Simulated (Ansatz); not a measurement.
# TaSb4Au: the cost of one run

Program: Ansatz 0.2.0. Level of theory: DFT PBE, scalar-relativistic, plane waves, PAW. These are calculated values, not measurements.

## 1. The system as given

It takes space group F-43m (No. 216, cubic). The conventional cell has a = 8.368 Å, b = 8.368 Å, c = 8.368 Å, α = 90.00°, β = 90.00°, γ = 90.00°. Ta (site symmetry -43m) is surrounded by 12 Sb at 3.47 Å and 4 Au at 3.62 Å. Around Sb (site symmetry 3m) lie 6 Sb at 2.96 Å. Au (site symmetry -43m) has 12 Sb at 3.47 Å and 4 Ta at 3.62 Å as nearest neighbours.

Coordinates:

```xyz
6
Lattice="0.0000 4.1839 4.1839 4.1839 0.0000 4.1839 4.1839 4.1839 0.0000" Properties=species:S:1:pos:R:3 pbc="T T T"
Ta    0.0000    0.0000    0.0000
Sb    3.1384    5.2294    5.2294
Sb    3.1384    3.1384    3.1384
Sb    5.2294    3.1384    5.2294
Sb    5.2294    5.2294    3.1384
Au    6.2759    6.2759    6.2759
```

The cell is invented: species swapped into a database cell of YbCu4Au (F-43m, No. 216), with Ta on the Yb sites and Sb on the Cu sites. Lengths come from tabulated atomic sizes and are only a guess.

## 2. Probe: one point on a coarse mesh

Contents of input.yaml:

```yaml
crystal:
  lattice:
    - [0.0, 4.18391898, 4.18391898]
    - [4.18391898, 0.0, 4.18391898]
    - [4.18391898, 4.18391898, 0.0]
  atoms:
    - { symbol: Ta, position: [0.0, 0.0, 0.0] }
    - { symbol: Sb, position: [0.87482896, 0.37505701, 0.37505701] }
    - { symbol: Sb, position: [0.37505701, 0.37505701, 0.37505701] }
    - { symbol: Sb, position: [0.37505701, 0.87482896, 0.37505701] }
    - { symbol: Sb, position: [0.37505701, 0.37505701, 0.87482896] }
    - { symbol: Au, position: [0.75, 0.75, 0.75] }
basis:
  ecutwfc: 420
kpoints:
  mp_grid: { grid: [4, 4, 4] }
hamiltonian:
  xc: pbe
scf:
  occupations: { method: gaussian, width: 0.1 }
  lower_state_search: "off"
output:
  forces: true
  stress: true
  eigenvalues: true
```

The run is started by

```sh
$ ansatz run input.yaml --threads 1 --pin off --max-ram 2560MiB --backend cpu --events-out ev --progress --plain --runs-dir out
```

Q: Estimate wall time and peak memory on 1 thread of Arm Neoverse V2, shared host.

About 4.8 s, with a peak of 0.38 GiB.
